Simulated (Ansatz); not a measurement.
# KAuF3: the cost of one run

Computed with Ansatz 0.2.0 through its Python package. Level of theory: DFT r2SCAN, plane waves, PAW.

## Step 1: Starting point

Symmetry: Pm-3m, No. 221, cubic system. The conventional cell has a = 4.484 Å, b = 4.484 Å, c = 4.484 Å, α = 90.00°, β = 90.00°, γ = 90.00°. Around K (site symmetry m-3m) lie 12 F at 3.17 Å. Au (site symmetry m-3m) is surrounded by 6 F at 2.24 Å. F (site symmetry 4/mmm) is surrounded by 2 Au at 2.24 Å and 4 K at 3.17 Å.

No structure file is read: the coordinates are typed or built in the script.

## Step 2: The script

File vcrelax.py:

```python
# -*- coding: utf-8 -*-
"""Cell relaxation of KAuF3."""

import json
import warnings

import ansatz as az
import matplotlib.pyplot as plt
import numpy as np

def edges_and_angles(cell):
    cell = np.asarray(cell)
    a, b, c = np.linalg.norm(cell, axis=1)
    cosines = cell[1] @ cell[2] / (b * c), cell[0] @ cell[2] / (a * c), cell[0] @ cell[1] / (a * b)
    return (a, b, c, *np.degrees(np.arccos(cosines)))


def main():
    warnings.simplefilter("ignore", az.DeckWarning)

    vectors = np.array([
        [4.4844, 0.0, 0.0],
        [0.0, 4.4844, 0.0],
        [0.0, 0.0, 4.4844],
    ])
    crystal = (
        az.Lattice.of(vectors)
        .atom("K", (0.5, 0.5, 0.5))
        .atom("Au", (0.0, 0.0, 0.0))
        .atom("F", (0.5, 0.0, 0.0))
        .atom("F", (0.0, 0.0, 0.5))
        .atom("F", (0.0, 0.5, 0.0))
    )

    # part of the cell is held
    base = (
        crystal.calculation()
        .functional("r2SCAN")
        .kpoints(5)
        .occupations("fermi_dirac", width=0.1)
        .relax(force_tolerance=0.01, fix_cell=["c/a", "angles"], stress_tolerance=0.01)
        .band_table()
    )
    result = base.run(threads=1, backend="cpu", events_out="kauf3.ndjson")
    with open("kauf3.ndjson") as stream:
        events = [json.loads(line) for line in stream]
    steps = [e["data"] for e in events if e["event"] == "relax_step"]
    r = result.report
    print("step   energy (eV)     max comp. (eV/A)   P (GPa)  SCF")
    for s in steps:
        print(f"{s['step']:4d} {s['lagrangian_ev']:15.5f} {s['allowed_force_max_ev_ang']:12.4f} {s['pressure_gpa']:10.3f} {s['n_scf']:5d}")

    first, last = steps[0], steps[-1]
    symbols = [site.symbol for site in result.lattice.sites]
    print(f"energy gained {first['lagrangian_ev'] - last['lagrangian_ev']:.4f} eV in {len(steps) - 1} steps")
    for label, vectors in (("before", first["cell_ang"]), ("after", result.lattice.cell_ang)):
        print(label, "a b c (A) {:.4f} {:.4f} {:.4f}  angles {:.2f} {:.2f} {:.2f}".format(*edges_and_angles(vectors)), f" V = {abs(np.linalg.det(vectors)):.3f} A^3")
    print("final stress xx yy zz (GPa, compression positive):", np.round(np.diag(r["stress_gpa"]), 3) + 0.0)

    fig, (top, bottom) = plt.subplots(2, 1, sharex=True, figsize=(4.5, 4))
    top.plot([s["lagrangian_ev"] - last["lagrangian_ev"] for s in steps], "o-")
    top.set_ylabel("E - E(final) (eV)")
    bottom.semilogy([max(s["allowed_force_max_ev_ang"], 1e-6) for s in steps], "s-")
    bottom.set(xlabel="step", ylabel="largest force (eV/A)")
    fig.tight_layout()
    fig.savefig("relax.png", dpi=100)

    change = np.array(last["positions_ang"]) @ np.linalg.inv(last["cell_ang"]) - np.array(first["positions_ang"]) @ np.linalg.inv(first["cell_ang"])
    moved = np.linalg.norm(change @ np.array(last["cell_ang"]), axis=1)
    print("displacement within the cell, strain taken out (A):", " ".join(f"{s}:{d:.3f}" for s, d in zip(symbols, moved)))

    print("%-22s %14.5f eV" % ("F = E - TS", r["free_energy_ev"]))
    print("%-22s %14.5f eV" % ("E", r["internal_energy_ev"]))
    print("%-22s %14.5f eV" % ("Harris-Foulkes", r["harris_foulkes_ev"]))
    print("%-22s %14.5f eV" % ("Fermi level", r["fermi_energy_ev"]))

    gap = None if "band_edges_ev" not in r else r["band_edges_ev"][1] - r["band_edges_ev"][0]
    print("gap on the k mesh:", "withheld (metal, or smearing too wide to tell)" if gap is None else f"{gap:.3f} eV")
    print("lowest empty less highest filled band, by band count:", round(r["gap_by_band_count_ev"], 3), "eV")


if __name__ == "__main__":
    main()
```

## Step 3: Launch

Started as:

```console
$ python vcrelax.py
```

Q: Estimate wall time and peak memory on 1 thread of Arm Neoverse V1, shared host.

About 54 s, with a peak of 0.7 GiB.
